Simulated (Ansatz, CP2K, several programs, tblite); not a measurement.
Energy against volume for GaN built on the 4H polytype prototype, at fixed shape and fractional coordinates, computed by several methods (PBE and r2SCAN, where shown, with plane waves in Ansatz); the cell shown is that of r2SCAN. With free coordinates or axes held, a curve is too stiff, and on another method's shape its minimum isn't the method's own volume. The symmetry is P6_3mc (No. 186, hexagonal); conventional cell a = 3.182 Å, c = 10.377 Å, 11.37 Å³ an atom. Ga is surrounded by 4 N at 1.95 Å; N is surrounded by 4 Ga at 1.95 Å. No spin polarisation. The prototype was imposed, so other structures may be more stable. Energies count from each curve's lowest point; fits are third-order Birch-Murnaghan.

```cif
data_structure
_symmetry_space_group_name_H-M 'P6_3mc'
_symmetry_Int_Tables_number 186
_cell_length_a 3.1817
_cell_length_b 3.1817
_cell_length_c 10.3773
_cell_angle_alpha 90.000
_cell_angle_beta 90.000
_cell_angle_gamma 120.000
_cell_volume 90.98
loop_
_atom_site_label
_atom_site_type_symbol
_atom_site_symmetry_multiplicity
_atom_site_Wyckoff_symbol
_atom_site_fract_x
_atom_site_fract_y
_atom_site_fract_z
_atom_site_occupancy
Ga1 Ga 2 a 0.00000 0.00000 0.99964 1
Ga2 Ga 2 b 0.33333 0.66667 0.24993 1
N1 N 2 a 0.00000 0.00000 0.18764 1
N2 N 2 b 0.33333 0.66667 0.43779 1
```

Problem. r2SCAN, on the shape of its own relaxed cell, gives
```tsv
V (Å³/atom)	E (meV/atom)
10.690	27.98
11.031	6.60
11.372	0.00
11.713	5.99
12.054	22.71
```
What equilibrium volume and bulk modulus follow?

Solution. V₀ = 11.37 Å³ an atom and B₀ = 197 GPa.

PBE/DZVP (CP2K), on the shape of the cell shown:
```
V (Å³/atom)  E (meV/atom)
     10.007        215.76
     10.690         79.23
     11.372         13.20
     12.054          0.00
     12.737         25.41
```
V₀ = 11.92 Å³ an atom and B₀ = 168 GPa.

PBE/SZV (CP2K), on the shape of the cell shown:
```tsv
V (Å³/atom)	E (meV/atom)
10.007	287.32
10.690	121.58
11.372	32.18
12.054	0.00
12.737	9.88
```
V₀ = 12.21 Å³ an atom and B₀ = 166 GPa.

light PBE (260 eV, its own mesh), on the shape of the cell shown:

| V (Å³/atom) | E (meV/atom) |
| --- | --- |
| 10.462 | 166.40 |
| 10.917 | 74.38 |
| 11.372 | 34.55 |
| 11.827 | 0.00 |
| 12.282 | 7.21 |
| 12.737 | 26.73 |

The points scatter about a smooth fit, as a low cutoff and a light mesh can make them, so no fit is quoted.

GFN1-xTB (tblite), on the shape of the cell shown, as a cluster of 72 atoms at the zone centre:
```tsv
V (Å³/atom)	E (meV/atom)
10.007	316.05
10.690	160.05
11.372	65.94
12.054	16.58
12.737	0.00
```
The lowest point is an end point, so the minimum isn't bracketed.
